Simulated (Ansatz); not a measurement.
# C3H9NSi: a nudged elastic band in two tries

Aim: a band of images between two relaxed ends for this system. SMILES of the start: CNC1C[SiH2]1.

Program: Ansatz 0.2.0. Level of theory: RKS PBE/def2-SVP. These are calculated values, not measurements.

### 1 The system as given

Bond lengths: C1–N2 1.456 Å, N2–C3 1.439 Å, C3–C4 1.548 Å, C3–Si5 1.891 Å, C4–Si5 1.876 Å, C1–H6 1.109 Å, C1–H7 1.110 Å, C1–H8 1.122 Å, N2–H9 1.025 Å, C3–H10 1.118 Å, C4–H11 1.103 Å, C4–H12 1.104 Å, Si5–H13 1.493 Å, Si5–H14 1.496 Å. Angles (14 of 27 angles, heavy atoms first): C1–N2–C3 114.4°, N2–C3–C4 115.5°, N2–C3–Si5 118.5°, C4–C3–Si5 65.2°, C3–C4–Si5 66.3°, C3–Si5–C4 48.5°, C1–N2–H9 110.6°, C3–N2–H9 110.4°, N2–C1–H6 110.0°, N2–C1–H7 109.8°, N2–C1–H8 114.6°, N2–C3–H10 117.3°, C4–C3–H10 113.0°, Si5–C3–H10 116.4°.

Coordinates:

```xyz
14

C    -1.7303    0.9171    0.5950
N    -0.3678    1.0195    0.0914
C     0.1174   -0.1691   -0.5580
C     0.6454   -1.2765    0.3856
Si    1.9851   -0.4557   -0.6400
H    -2.0344    1.8754    1.0636
H    -1.7829    0.1339    1.3802
H    -2.4956    0.6528   -0.1813
H    -0.2728    1.8297   -0.5294
H    -0.4859   -0.5715   -1.4088
H     0.3444   -2.3163    0.1732
H     0.6190   -1.0185    1.4586
H     2.8906    0.5362    0.0126
H     2.5548   -1.1863   -1.8140
```

### 2 First attempt

input.yaml

```yaml
crystal:
  periodic: [false, false, false]
  atoms:
    - { symbol: C, position_ang: [-1.730278, 0.91713, 0.595004] }
    - { symbol: "N", position_ang: [-0.367813, 1.019471, 0.091387] }
    - { symbol: C, position_ang: [0.117411, -0.169074, -0.557984] }
    - { symbol: C, position_ang: [0.645406, -1.2765, 0.385642] }
    - { symbol: Si, position_ang: [1.985105, -0.455708, -0.64001] }
    - { symbol: H, position_ang: [-2.034422, 1.875366, 1.063588] }
    - { symbol: H, position_ang: [-1.782921, 0.133898, 1.380233] }
    - { symbol: H, position_ang: [-2.495577, 0.652812, -0.181281] }
    - { symbol: H, position_ang: [-0.272776, 1.829733, -0.52942] }
    - { symbol: H, position_ang: [-0.485923, -0.571528, -1.408834] }
    - { symbol: H, position_ang: [0.344371, -2.316311, 0.173168] }
    - { symbol: H, position_ang: [0.61904, -1.018508, 1.458599] }
    - { symbol: H, position_ang: [2.890638, 0.536161, 0.012595] }
    - { symbol: H, position_ang: [2.55484, -1.186343, -1.813986] }
basis:
  gaussian: { orbitals: def2-SVP }
hamiltonian:
  xc: pbe
neb:
  order_check: false
  images: 5
  f_tol: 0.05
  max_iterations: 8
  initial_path: idpp
  final_atoms:
    - { symbol: C, position_ang: [-1.06077008, 1.31445262, 0.70366898] }
    - { symbol: "N", position_ang: [-1.12474049, 0.59219801, -0.55112035] }
    - { symbol: C, position_ang: [-0.05801156, -0.323524, -0.85190323] }
    - { symbol: C, position_ang: [0.37892574, -1.50638848, 0.06554353] }
    - { symbol: Si, position_ang: [1.7435018, -0.25612637, -0.27398121] }
    - { symbol: H, position_ang: [-1.95290858, 1.96601161, 0.80198522] }
    - { symbol: H, position_ang: [-0.16797968, 1.97607682, 0.70690746] }
    - { symbol: H, position_ang: [-1.00686386, 0.68690097, 1.6331135] }
    - { symbol: H, position_ang: [-2.02864913, 0.10949196, -0.639301] }
    - { symbol: H, position_ang: [-0.09624139, -0.63748651, -1.91479934] }
    - { symbol: H, position_ang: [0.36951359, -2.52496872, -0.36020623] }
    - { symbol: H, position_ang: [-0.00712313, -1.477076, 1.10123178] }
    - { symbol: H, position_ang: [2.17426231, 0.59912265, 0.87516216] }
    - { symbol: H, position_ang: [2.82418545, -0.54808555, -1.26760026] }
  optimiser: bfgs
```

The run is started by

```bash
$ ansatz run input.yaml --threads 2 --pin off --max-ram 3072MiB --backend cpu --events-out ev --progress --plain --runs-dir out
```

Before running it: what results should come out? Wanted: first try.

The runs gave:

| quantity | value |
| --- | --- |
| first try | refused |
| cause | the word typed for the ensemble or optimiser is not among those the program lists |

**Reading.** The fault in the first input was caught at the input check and cost nothing.
